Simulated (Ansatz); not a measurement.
# Mo: the cost of one run

Program: Ansatz 0.2.0. Level of theory: DFT PBE, scalar-relativistic, plane waves, PAW. These are calculated values, not measurements.

## 1. The system as given

The structure is cubic, space group Im-3m (No. 229). The conventional cell has a = 3.147 Å, b = 3.147 Å, c = 3.147 Å, α = 90.00°, β = 90.00°, γ = 90.00°. Around Mo (site symmetry m-3m) lie 8 Mo at 2.73 Å.

Structure file:

```
CELL_PARAMETERS angstrom
0.00000 2.56951 0.90846
-2.22527 -1.28476 0.90846
2.22527 -1.28476 0.90846
ATOMIC_POSITIONS crystal
Mo 0.00000 0.00000 0.00000
```

## 2. Phonons: Mo, no spin

Input file input.yaml:

```yaml
crystal:
  lattice:
    - [0.0, 2.5695147402, 0.9084606486]
    - [-2.2252650404, -1.2847573701, 0.9084606486]
    - [2.2252650404, -1.2847573701, 0.9084606486]
  atoms:
    - { symbol: Mo, position: [0.0, 0.0, 0.0] }
scf:
  occupations: { method: methfessel_paxton, width: 0.2 }
output:
  eigenvalues: true
kpoints:
  mp_grid: { grid: [12, 12, 12] }
phonons:
  method: dfpt
  qmesh: [6, 6, 6]
  electrical_resistivity: { mesh: [48, 48, 48], temperatures: [77, 300] }
```

Command:

```console
$ ansatz run input.yaml --threads 8 --pin off --max-ram 49152MiB --backend cpu --events-out ev --progress --plain --runs-dir out
```

What time and memory should one allow on 8 threads of Intel Xeon Platinum 8375C at 2.90GHz (Ice Lake), shared host?

About 8.2 min, with a peak of 8.9 GiB.
